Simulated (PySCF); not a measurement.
# C8H24N4Ti (Ti(NMe2)4): the cost of one run

Programs: PySCF 2.14.0, with density-fitted response routines of our own. Each step states its level of theory. These are calculated values for one molecule in the gas phase, unless marked as measured. Atoms are numbered from 0 throughout.

### Step 1. The molecule as given

37 atoms, charge 0, multiplicity 1; geometry from: GFN2-xTB. The atoms were then displaced at random by about 0.03 Å, so the start is not that level's minimum.

Bonds of the start (Å): Ti0–N1 1.84, Ti0–N10 1.78, Ti0–N19 2.01, Ti0–N28 1.85, N1–C2 1.43, N1–C3 1.36, C2–H4 1.06, C2–H5 1.12, C2–H6 1.18, C3–H7 1.10, C3–H8 1.12, C3–H9 1.20, N10–C11 1.45, N10–C12 1.36, C11–H13 1.06, C11–H14 1.13, C11–H15 1.07, C12–H16 1.11, C12–H17 1.13, C12–H18 1.13, N19–C20 1.40, N19–C21 1.43, C20–H22 1.12, C20–H23 1.09, C20–H24 1.00, C21–H25 1.02, C21–H26 1.08, C21–H27 1.21, N28–C29 1.48, N28–C30 1.42 and more.

### Step 2. Geometry optimisation at PBE0-D3(BJ)/def2-SVP

What the job is given:

```
{"job": {"xc": "PBE0", "basis": "def2-SVP", "d3": "d3bj", "grid": 1, "maxiter": 40, "shake": 0.03, "kind": "geom"}, "charge": 0, "multiplicity": 1}
Ti     0.060950    -0.076760     0.012440
N      0.105950    -0.013480     1.849780
C      0.410650     1.267780     2.411090
C     -0.599150    -0.767890     2.739710
H     -0.433290     1.821360     2.729920
H      1.013070     1.888680     1.694350
H      1.135080     1.140020     3.333900
H     -0.945590    -1.694330     2.250380
H     -0.161110    -1.001130     3.739580
H     -1.625240    -0.234580     3.076000
N      1.700910     0.094380    -0.655810
C      1.861140    -0.226350    -2.062000
C      2.847270    -0.196600     0.006350
H      2.570010     0.392740    -2.554850
H      0.870520    -0.077730    -2.583030
H      2.130450    -1.246710    -2.211910
H      2.803730     0.017450     1.094050
H      3.174340    -1.279220    -0.064020
H      3.783990     0.339440    -0.327010
N     -1.034370     1.469190    -0.650960
C     -2.248410     1.719370    -0.006020
C     -0.364020     2.595470    -1.229370
H     -2.058030     2.529430     0.739810
H     -2.581420     0.804280     0.473490
H     -2.925080     2.051620    -0.664880
H      0.544570     2.474930    -1.671710
H     -1.061000     3.057580    -1.910840
H     -0.204460     3.444940    -0.381450
N     -0.881230    -1.571140    -0.532600
C     -1.870470    -1.614490    -1.626020
C     -0.133740    -2.771840    -0.372420
H     -1.340330    -1.936860    -2.599480
H     -2.383080    -0.672090    -1.670040
H     -2.577020    -2.464380    -1.375610
H      0.649900    -2.597680     0.364850
H     -0.748960    -3.619530    -0.066760
H      0.379110    -2.969460    -1.288420
```

On the command line:

```console
$ OMP_NUM_THREADS=2 python probes_run.py task.json out
```

The driver reads the jobs from task.json and runs them one after another.

**Question.** How long does this first job take on 2 threads of Intel Xeon Platinum 8259CL at 2.50GHz, shared host, and how much memory does it need?

About 27 min, with a peak of 3.2 GiB.
